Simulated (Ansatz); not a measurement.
**CH6BClSn: up Jacob's ladder to CCSD(T)**

An exercise on one series of results from a longer session: the logs are not shown, and one member is left open.

Computed with Ansatz 0.2.0, Gaussian basis. Level: functionals in def2-TZVPP, the program's frozen cores in correlated methods.

The runs, in order: LDA (SPW92), PBE-D4, revPBE-D4, BLYP-D4, r2SCAN-D4, B97M-V, PBE0-D4, B3LYP-D4, r2SCANh-D4, r2SCAN0-D4, HSE06-D4, BHLYP-D4, CAM-B3LYP-D4, LC-ωPBE, ωB97X-V, ωB97M-V, B2PLYP, PBE-QIDH; CCSD(T)/def2-SVP; CCSD(T)/def2-TZVPP; MP2/def2-QZVPP; extrapolation to the limit; RPA on PBE.

## Structure used throughout

The geometry comes from an earlier relaxation with PBE0-D4 in a triple-zeta def2 set; it is a stationary point, not always the lowest conformer. Sn takes the def2 core potential; no spin-orbit term is included.

10 atoms, charge 0, spin multiplicity 1.

Atoms are counted from 1 here; the program's logs count them from 0.

Bond lengths: B1–Sn2 2.263 Å, B1–H5 1.195 Å, B1–H6 1.195 Å, Sn2–C3 2.213 Å, Sn2–H7 1.714 Å, Sn2–H8 1.714 Å, C3–Cl4 1.821 Å, C3–H9 1.088 Å, C3–H10 1.088 Å. Angles: Sn2–B1–H5 117.8°, Sn2–B1–H6 117.8°, H5–B1–H6 118.5°, B1–Sn2–C3 81.8°, B1–Sn2–H7 123.5°, B1–Sn2–H8 123.6°, C3–Sn2–H7 108.0°, C3–Sn2–H8 108.0°, H7–Sn2–H8 106.3°, Sn2–C3–Cl4 95.2°, Sn2–C3–H9 118.0°, Sn2–C3–H10 118.0°, Cl4–C3–H9 106.3°, Cl4–C3–H10 106.3°, H9–C3–H10 110.4°.

The first run:

in.yaml

```yaml
crystal:
  periodic: [false, false, false]
  atoms:
    - {symbol: B, position_ang: [-1.032771, 0.686884, -1.067892]}
    - {symbol: Sn, position_ang: [-0.543009, -1.022494, 0.332580]}
    - {symbol: C, position_ang: [1.290063, 0.178113, 0.643801]}
    - {symbol: Cl, position_ang: [0.813319, 1.508676, -0.504297]}
    - {symbol: H, position_ang: [-0.912410, 0.497672, -2.242079]}
    - {symbol: H, position_ang: [-1.828997, 1.498788, -0.699318]}
    - {symbol: H, position_ang: [-0.071815, -2.580661, -0.203316]}
    - {symbol: H, position_ang: [-1.296542, -1.244827, 1.855684]}
    - {symbol: H, position_ang: [1.433636, 0.648800, 1.614171]}
    - {symbol: H, position_ang: [2.231725, -0.221949, 0.273666]}
basis:
  gaussian: {orbitals: def2-TZVPP}
hamiltonian: {xc: lda}
output: {orbitals: {seedname: orbitals}}
```

Steps of the session up to this table: LDA; PBE-D4 (GGA); revPBE-D4 (GGA); BLYP-D4 (GGA); r2SCAN-D4 (meta-GGA); B97M-V (meta-GGA); PBE0-D4 (hybrid); B3LYP-D4 (hybrid); r2SCANh-D4 (hybrid); r2SCAN0-D4 (hybrid); HSE06-D4 (hybrid); BHLYP-D4 (hybrid); CAM-B3LYP-D4 (range-separated); LC-ωPBE (range-separated); ωB97X-V (range-separated); ωB97M-V (range-separated); B2PLYP (double hybrid); PBE-QIDH (double hybrid).

One of the session's tables, all rows but one given; the rest of the session is left out.

It belongs to the step «Frontier levels by functional». 

```
  functional  HOMO (eV)  gap (eV)
 LDA (SPW92)      -6.31      4.18
      PBE-D4      -6.17      4.25
   revPBE-D4          ?         ?
     BLYP-D4      -6.05      4.25
   r2SCAN-D4      -6.40      4.73
      B97M-V      -6.46      4.72
     PBE0-D4      -7.23      6.20
    B3LYP-D4      -7.06      5.80
  r2SCANh-D4      -6.79      5.45
  r2SCAN0-D4      -7.39      6.50
    HSE06-D4      -6.84      5.44
    BHLYP-D4      -8.21      8.01
CAM-B3LYP-D4      -8.52      8.44
     LC-ωPBE      -9.79     10.83
     ωB97X-V      -9.47     10.37
     ωB97M-V      -9.33      9.94
```

**Question.** Estimate the row for revPBE-D4.

The run gave: HOMO (eV): -6.11; gap (eV): 4.28. In the column «HOMO (eV)» it lies between PBE-D4 (-6.17) and BLYP-D4 (-6.05).
